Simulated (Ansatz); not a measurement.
# HfRe3: the cost of one run

Computed with Ansatz 0.2.0 (DFT PBE, scalar-relativistic, plane waves, PAW, unless a step's input says otherwise).

## 1. The structure to begin with

It takes space group Pm-3m (No. 221, cubic). Conventional cell: a = 3.941 Å, b = 3.941 Å, c = 3.941 Å, α = 90.00°, β = 90.00°, γ = 90.00°. Hf (site symmetry m-3m) is surrounded by 12 Re at 2.79 Å. Re (site symmetry 4/mmm) is surrounded by 4 Hf at 2.79 Å and 8 Re at 2.79 Å.

Coordinates:

```xyz
4
Lattice="3.9412 0.0000 0.0000 0.0000 3.9412 0.0000 0.0000 0.0000 3.9412" Properties=species:S:1:pos:R:3 pbc="T T T"
Hf    0.0000    0.0000    0.0000
Re    0.0000    1.9706    1.9706
Re    1.9706    0.0000    1.9706
Re    1.9706    1.9706    0.0000
```

This is candidate A: Cu3Au (L1_2) type (Pm-3m, No. 221).

(A quick probe on a coarse mesh, which set the mesh and smearing, is not shown.)

## 3. Coarse relaxation (candidate A)

File input.yaml:

```yaml
crystal:
  lattice:
    - [3.9411952747, 0.0, 0.0]
    - [0.0, 3.9411952747, 0.0]
    - [0.0, 0.0, 3.9411952747]
  atoms:
    - { symbol: Hf, position: [0.0, 0.0, 0.0] }
    - { symbol: Re, position: [0.0, 0.5, 0.5] }
    - { symbol: Re, position: [0.5, 0.0, 0.5] }
    - { symbol: Re, position: [0.5, 0.5, 0.0] }
basis:
  ecutwfc: 420
kpoints:
  mp_grid: { grid: [4, 4, 4] }
hamiltonian:
  xc: pbe
scf:
  occupations: { method: gaussian, width: 0.1 }
  lower_state_search: "off"
output:
  forces: true
  stress: true
  eigenvalues: true
relax:
  adjacent_minimum: "off"
  f_tol: 0.04
  max_steps: 70
  cell: { stress_tol: 0.4 }
```

Command:

```bash
ansatz run input.yaml --threads 1 --pin off --max-ram 2560MiB --backend cpu --events-out ev --progress --plain --runs-dir out
```

**Question.** How long does this run take on 1 thread of Arm Neoverse V2, shared host, and how much memory does it need?

About 10 s, with a peak of 0.33 GiB.
